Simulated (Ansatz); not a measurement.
**CsLiCr2Te2S3 in Ansatz: the effect of functional**

Crystal: CsLiCr2Te2S3.

```xyz
9
Lattice="3.4216 -5.1807 0.0078 3.4216 5.1807 0.0078 -2.9041 0.0000 7.4309" Properties=species:S:1:pos:R:3 pbc="T T T"
Cs    0.6167    0.0000    0.0649
Li    2.4219    0.0000    4.1212
Cr    0.1728    2.1297    4.1498
Cr    0.1728   -2.1297    4.1498
Te    4.0786    1.5993    2.1688
Te    4.0786   -1.5993    2.1688
S     2.0049   -2.1476    5.4598
S     2.0049    2.1476    5.4598
S     0.0600    0.0000    3.5978
```

The cell was built by a generator and needn't be a form met in nature.

Alike in all runs:

| Quantity | Value |
| --- | --- |
| Program | Ansatz 0.2.0 |
| Task | band structure |
| Potentials or basis | Ansatz PAW |
| Cutoff | 420 eV (not typed: the program's choice for these potentials) |
| k mesh | 5 × 5 × 4 |
| Occupations | fermi-dirac, width 0.05 eV |
| Spin | collinear spin, ferromagnetic start |
| Starting moments | [0.0, 0.0, 3.0, 3.0, 0.0, 0.0, 0.0, 0.0, 0.0] μB |

```csv
functional,pressure (GPa),largest force (eV/Å)
BLYP,2.2,0.25
RPBE,?,?
revPBE,1.3,0.13
```

Q: What does the run with functional RPBE give?

A: Pressure 1.7 GPa; largest force 0.18 eV/Å.

Caveats: only a ferromagnetic start was run, and an antiferromagnetic order may lie lower in energy; the PAW data sets come from PBE, with cores solved anew for the run's functional, which leaves a small shift of forces and pressure.

Runs at the PBE level aren't shown here.
